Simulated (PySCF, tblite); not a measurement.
**C4H7FOSi: geometry, infrared bands and NMR shifts**

Wanted: the infrared bands and NMR shifts of C4H7FOSi (`C#C[C@](C)(F)[SiH2]O`), by calculation.

The runs use tblite 0.8.0 and PySCF 2.14.0, with density-fitted response routines of our own; the level of theory stands in each step. All values are computed, except where a source is named. Atoms are numbered from 0 throughout.

**1. Starting geometry**

14 atoms, charge 0, multiplicity 1; geometry from: force field or distance geometry start.

Bonds of the start (Å): C0–C1 1.21, C1–C2 1.47, C2–C3 1.52, C2–F4 1.37, C2–Si5 1.91, Si5–O6 1.66, C0–H7 1.07, C3–H8 1.11, C3–H9 1.11, C3–H10 1.10, Si5–H11 1.49, Si5–H12 1.48, O6–H13 0.97.

**2. Relaxing the molecule with GFN2-xTB**

Job settings and geometry (Å):

```
{"job": {"kind": "relax", "xc": "GFN2-xTB", "basis": "xTB"}, "charge": 0, "multiplicity": 1}
C      2.790700     0.274700    -0.148300
C      1.599200     0.043800    -0.161500
C      0.168000    -0.273600    -0.163000
C     -0.126300    -1.495100     0.684900
F     -0.165900    -0.605100    -1.449700
Si    -0.919100     1.238100     0.274900
O     -2.540400     1.010600    -0.014900
H      3.833800     0.490600    -0.146600
H      0.470300    -2.363000     0.350000
H      0.108400    -1.333400     1.754300
H     -1.181200    -1.801900     0.620600
H     -0.756000     1.578100     1.715800
H     -0.515000     2.428400    -0.507000
H     -2.767100     0.807500    -0.936100
```

Run with:

```sh
$ OMP_NUM_THREADS=1 python probes_run.py task.json out
```

The driver reads the jobs from task.json and runs them one after another.

**Question.** This job is followed by: GFN2-xTB harmonic vibrations, gas phase; GIAO PBE0/pcSseg-1 NMR shielding, non-relativistic, gas phase. Predict these results of the whole session: strongest single infrared mode (GFN2-xTB); zero-point energy (GFN2-xTB); 13C shifts against TMS (PBE0/pcSseg-1); 1H shifts against TMS (PBE0/pcSseg-1, means over atoms taken as alike); 19F shifts against CFCl3 (PBE0/pcSseg-1); 29Si shifts against TMS (PBE0/pcSseg-1); 17O shifts against H2O (PBE0/pcSseg-1).

As calculated:

| quantity | value |
| --- | --- |
| strongest single infrared mode (GFN2-xTB) | 802 cm⁻¹, 408 km/mol |
| zero-point energy (GFN2-xTB) | 59.3 kcal/mol |
| 13C shifts against TMS (PBE0/pcSseg-1) | 89.2, 88.1, 86.6, 26.6 ppm |
| 1H shifts against TMS (PBE0/pcSseg-1, means over atoms taken as alike) | 5.03, 4.63, 2.52, 1.79, 1.69 ppm |
| 19F shifts against CFCl3 (PBE0/pcSseg-1) | -205.0 ppm |
| 29Si shifts against TMS (PBE0/pcSseg-1) | -23.3 ppm |
| 17O shifts against H2O (PBE0/pcSseg-1) | 11.3 ppm |

In words: Relaxing lowered the energy by 0.214 eV in 63 steps; the close pair that moved most is C2–F4, from 1.370 to 1.420 Å. All 36 modes are real, so the xTB geometry is a minimum. The strongest single mode, at 802 cm⁻¹, moves mainly H13. GFN2-xTB is a fitted tight-binding method: band positions and strengths are rough. Its intensities can rank the bands wrongly. At PBE0/pcSseg-1: The widest tensor belongs to C1: span 310 ppm, with a paramagnetic part of -163 ppm.
